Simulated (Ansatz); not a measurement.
# TbSi3W2: the cost of one run

Computed with Ansatz 0.2.0 (DFT PBE, scalar-relativistic, plane waves, PAW; 4f electrons in the core of a trivalent norm-conserving potential, unless a step names another level, unless a step's input says otherwise).

5 further runs of the same task are left out: 3 that didn't finish, 2 set aside as unsound or not needed.

### Step 1. The starting structure

Symmetry: P-3m1, No. 164, trigonal system. Conventional cell: a = 4.253 Å, b = 4.253 Å, c = 6.738 Å, α = 90.00°, β = 90.00°, γ = 120.00°. Tb (site symmetry -3m) is surrounded by 8 Si at 2.96 to 3.37 Å. Around Si (site symmetry 3m) lie 4 W at 2.53 to 2.61 Å and 3 Tb at 2.96 Å. Around Si (site symmetry -3m) lie 6 W at 2.59 Å and 2 Tb at 3.37 Å. W (site symmetry 3m) has 7 Si at 2.53 to 2.61 Å as nearest neighbours.

As a file:

```
CELL_PARAMETERS angstrom
4.25258 0.00000 0.00000
-2.12629 3.68285 0.00000
0.00000 0.00000 6.73776
ATOMIC_POSITIONS crystal
Tb 0.00000 0.00000 0.50000
Si 0.33333 0.66667 0.25394
Si 0.66667 0.33333 0.74606
Si 0.00000 0.00000 0.00000
W 0.33333 0.66667 0.87826
W 0.66667 0.33333 0.12174
```

It came out lowest among 19 distinct ends of the trial cells. At a tolerance of 0.05 Å it has space group P-3m1 (No. 164).

### Step 2. A stricter relaxation, on the response runs' mesh and smearing

input.yaml

```yaml
crystal:
  lattice:
    - [4.2525845143, 0.0, 0.0]
    - [-2.1262922572, 3.6828462211, 0.0]
    - [0.0, 0.0, 6.7377551056]
  atoms:
    - { symbol: Tb, position: [0.0, 0.0, 0.5] }
    - { symbol: Si, position: [0.3333333333, 0.6666666667, 0.2539419701] }
    - { symbol: Si, position: [0.6666666667, 0.3333333333, 0.7460580299] }
    - { symbol: Si, position: [0.0, 0.0, 0.0] }
    - { symbol: W, position: [0.3333333333, 0.6666666667, 0.8782587858] }
    - { symbol: W, position: [0.6666666667, 0.3333333333, 0.1217412142] }
basis:
  ecutwfc: 690
kpoints:
  mp_grid: { grid: [12, 12, 6] }
hamiltonian:
  xc: pbe
  pseudopotentials:
    kind: paw
    azcp: { Tb: "pseudopotentials/pbe/nc/lanthanide_3plus/Tb.nc.azcp" }
scf:
  occupations: { method: gaussian, width: 0.1 }
output:
  forces: true
  stress: true
  eigenvalues: true
  write_density: true
  write_potential: true
  elf: true
  volumetric_format: npy
relax:
  adjacent_minimum: "off"
  f_tol: 0.001
  max_steps: 60
  cell: { stress_tol: 0.01 }
```

On the command line:

```
ansatz run input.yaml --threads 3 --pin off --max-ram 8448MiB --backend cpu --events-out ev --progress --plain --runs-dir out
```

**Question.** How long does this run take on 3 threads of Arm Neoverse V2, shared host, and how much memory does it need?

About 26 s, with a peak of 0.85 GiB.
